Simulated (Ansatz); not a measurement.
# CH₅BFNSi: one species, many methods

The task here is to estimate one member of a computed series from the others.

Program: Ansatz 0.2.0, Gaussian basis. Level of theory: functionals in def2-TZVPP, the program's frozen cores in correlated methods. These are calculated values, not measurements.

Levels to be run: LDA (SPW92), PBE-D4, revPBE-D4, BLYP-D4, r2SCAN-D4, B97M-V, PBE0-D4, B3LYP-D4, r2SCANh-D4, r2SCAN0-D4, HSE06-D4, BHLYP-D4, CAM-B3LYP-D4, LC-ωPBE, ωB97X-V, ωB97M-V, B2PLYP, PBE-QIDH; CCSD(T)/def2-SVP; CCSD(T)/def2-TZVPP; MP2/def2-QZVPP; extrapolation to the limit; RPA on PBE.

### The relaxed structure

All runs share one geometry, relaxed beforehand with PBE0-D4 in a triple-zeta def2 set.

SMILES `F/C=N\B[SiH3]`, 10 atoms, charge 0, spin multiplicity 1.

Atoms are counted from 1 here; the program's logs count them from 0.

Bond lengths: F1–C2 1.338 Å, C2–N3 1.226 Å, C2–H6 1.088 Å, N3–B4 1.359 Å, B4–Si5 2.020 Å, B4–H7 1.198 Å, Si5–H8 1.490 Å, Si5–H9 1.489 Å, Si5–H10 1.491 Å. Angles: F1–C2–N3 122.3°, F1–C2–H6 111.2°, N3–C2–H6 126.5°, C2–N3–B4 177.4°, N3–B4–Si5 120.2°, N3–B4–H7 118.0°, Si5–B4–H7 121.8°, B4–Si5–H8 109.9°, B4–Si5–H9 112.5°, B4–Si5–H10 109.9°, H8–Si5–H9 108.5°, H8–Si5–H10 107.5°, H9–Si5–H10 108.3°.

The first run:

Contents of in.yaml:

```yaml
crystal:
  periodic: [false, false, false]
  atoms:
    - {symbol: F, position_ang: [-2.478502, -0.429694, 1.752655]}
    - {symbol: C, position_ang: [-1.665625, 0.540739, 1.320356]}
    - {symbol: N, position_ang: [-1.000954, 0.429596, 0.296252]}
    - {symbol: B, position_ang: [-0.245340, 0.251896, -0.819058]}
    - {symbol: Si, position_ang: [1.602188, -0.553645, -0.677256]}
    - {symbol: H, position_ang: [-1.689201, 1.400470, 1.986279]}
    - {symbol: H, position_ang: [-0.704861, 0.594699, -1.871510]}
    - {symbol: H, position_ang: [1.680876, -1.792988, -1.500707]}
    - {symbol: H, position_ang: [1.969791, -0.894608, 0.724667]}
    - {symbol: H, position_ang: [2.614728, 0.402434, -1.208579]}
basis:
  gaussian: {orbitals: def2-TZVPP}
hamiltonian: {xc: lda}
output: {orbitals: {seedname: orbitals}}
```

Run with:

```console
$ ansatz run in.yaml --threads 4 --pin off --events-out ev --progress --plain --max-ram 10444MiB
```

Steps of the session up to this table: LDA; PBE-D4 (GGA); revPBE-D4 (GGA); BLYP-D4 (GGA); r2SCAN-D4 (meta-GGA); B97M-V (meta-GGA); PBE0-D4 (hybrid); B3LYP-D4 (hybrid); r2SCANh-D4 (hybrid); r2SCAN0-D4 (hybrid); HSE06-D4 (hybrid); BHLYP-D4 (hybrid); CAM-B3LYP-D4 (range-separated); LC-ωPBE (range-separated); ωB97X-V (range-separated); ωB97M-V (range-separated); B2PLYP (double hybrid); PBE-QIDH (double hybrid).

One of the session's tables, all rows but one given; the rest of the session is left out.

It belongs to the step «Orbital energies across the functionals». 

```
  functional  HOMO (eV)  gap (eV)
 LDA (SPW92)      -6.78      4.53
      PBE-D4      -6.65      4.64
   revPBE-D4      -6.60      4.69
     BLYP-D4      -6.54      4.70
   r2SCAN-D4      -6.88      5.13
      B97M-V      -6.97      5.15
     PBE0-D4      -7.81      6.73
    B3LYP-D4      -7.63      6.36
  r2SCANh-D4      -7.30      5.89
  r2SCAN0-D4      -7.95      7.03
    HSE06-D4      -7.41      5.96
    BHLYP-D4      -8.89      8.85
CAM-B3LYP-D4          ?         ?
     LC-ωPBE     -10.40     11.58
     ωB97X-V     -10.06     11.15
     ωB97M-V      -9.88     10.75
```

Estimate the missing values for CAM-B3LYP-D4.

The run gave: HOMO (eV): -9.11; gap (eV): 9.16. In the column «HOMO (eV)» it lies between ωB97M-V (-9.88) and BHLYP-D4 (-8.89).
